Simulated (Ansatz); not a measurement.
# Ca5Ge2N6: the cost of one run

Method: DFT, PBE, plane-wave PAW, default files, scalar-relativistic, as far as a step names no other, in Ansatz 0.2.0.

### 1 The system as given

The structure is monoclinic, space group C2/c (No. 15). Conventional cell: a = 10.286 Å, b = 6.024 Å, c = 13.109 Å, α = 90.00°, β = 98.99°, γ = 90.00°. Ca (site symmetry 1) is surrounded by 5 N at 2.51 to 2.66 Å. Ca (site symmetry 1) has 5 N at 2.32 to 2.56 Å as nearest neighbours. Ca (site symmetry 2) is surrounded by 4 N at 2.32 to 2.56 Å. Around Ge (site symmetry 1) lie 4 N at 1.84 to 1.99 Å. N (site symmetry 1) is surrounded by 1 Ge at 1.84 Å and 5 Ca at 2.32 to 2.56 Å. Around N (site symmetry 1) lie 1 Ge at 1.87 Å and 4 Ca at 2.32 to 2.61 Å. N (site symmetry 1) is surrounded by 2 Ge at 1.93 to 1.99 Å and 3 Ca at 2.52 to 2.66 Å.

Structure file:

```
CELL_PARAMETERS angstrom
5.14283 -3.01175 0.00000
5.14283 3.01175 0.00000
-2.04739 0.00000 12.94831
ATOMIC_POSITIONS crystal
Ca 0.32944 0.82749 0.50731
Ca 0.17251 0.67056 0.99269
Ca 0.67056 0.17251 0.49269
Ca 0.82749 0.32944 0.00731
Ca 0.24105 0.05986 0.21501
Ca 0.94014 0.75895 0.28499
Ca 0.75895 0.94014 0.78499
Ca 0.05986 0.24105 0.71501
Ca 0.62075 0.37925 0.25000
Ca 0.37925 0.62075 0.75000
Ge 0.65262 0.90927 0.08080
Ge 0.09073 0.34738 0.41920
Ge 0.34738 0.09073 0.91921
Ge 0.90927 0.65262 0.58079
N 0.90719 0.99521 0.12954
N 0.00479 0.09281 0.37046
N 0.09281 0.00479 0.87046
N 0.99521 0.90719 0.62954
N 0.62599 0.68216 0.15745
N 0.31784 0.37400 0.34255
N 0.37400 0.31784 0.84255
N 0.68216 0.62599 0.65745
N 0.31381 0.22459 0.06242
N 0.77541 0.68619 0.43758
N 0.68619 0.77541 0.93758
N 0.22459 0.31381 0.56242
```

### 2 Single point at the given positions

File input.yaml:

```yaml
crystal:
  lattice:
    - [5.142833343, -3.0117539995, 0.0]
    - [5.142833343, 3.0117539995, 0.0]
    - [-2.0473858703, 0.0, 12.9483069827]
  atoms:
    - { symbol: Ca, position: [0.329445, 0.827491, 0.507308] }
    - { symbol: Ca, position: [0.172509, 0.670555, 0.992692] }
    - { symbol: Ca, position: [0.670555, 0.172509, 0.492692] }
    - { symbol: Ca, position: [0.827491, 0.329445, 0.007308] }
    - { symbol: Ca, position: [0.241052, 0.059861, 0.215012] }
    - { symbol: Ca, position: [0.940139, 0.758948, 0.284988] }
    - { symbol: Ca, position: [0.758948, 0.940139, 0.784988] }
    - { symbol: Ca, position: [0.059861, 0.241052, 0.715012] }
    - { symbol: Ca, position: [0.6207455, 0.3792545, 0.25] }
    - { symbol: Ca, position: [0.3792545, 0.6207455, 0.75] }
    - { symbol: Ge, position: [0.652623, 0.909274, 0.080795] }
    - { symbol: Ge, position: [0.090726, 0.347377, 0.419205] }
    - { symbol: Ge, position: [0.347377, 0.090726, 0.919205] }
    - { symbol: Ge, position: [0.909274, 0.652623, 0.580795] }
    - { symbol: "N", position: [0.907185, 0.995211, 0.129536] }
    - { symbol: "N", position: [0.004789, 0.092815, 0.370464] }
    - { symbol: "N", position: [0.092815, 0.004789, 0.870464] }
    - { symbol: "N", position: [0.995211, 0.907185, 0.629536] }
    - { symbol: "N", position: [0.625995, 0.68216, 0.157454] }
    - { symbol: "N", position: [0.31784, 0.374005, 0.342546] }
    - { symbol: "N", position: [0.374005, 0.31784, 0.842546] }
    - { symbol: "N", position: [0.68216, 0.625995, 0.657454] }
    - { symbol: "N", position: [0.313806, 0.224592, 0.062419] }
    - { symbol: "N", position: [0.775408, 0.686194, 0.437581] }
    - { symbol: "N", position: [0.686194, 0.775408, 0.937581] }
    - { symbol: "N", position: [0.224592, 0.313806, 0.562419] }
kpoints:
  mp_grid: { grid: [6, 6, 3] }
scf:
  occupations: { method: fermi_dirac, width: 0.02 }
hamiltonian:
  xc: pbe
  pseudopotentials: { kind: paw }
output:
  forces: true
  stress: true
  populations: true
  efg:
    quadrupole_moments_barn: { Ca: -0.0408, Ge: -0.196, "N": 0.02044 }
    contact_densities: true
```

Command:

```
> ansatz run input.yaml --threads 1 --pin off --max-ram 2560MiB --backend cpu --events-out ev --progress --plain --runs-dir out
```

What time and memory should one allow on 1 thread of Intel Xeon 6975P-C (Granite Rapids), shared host?

About 86 s, with a peak of 1.5 GiB.
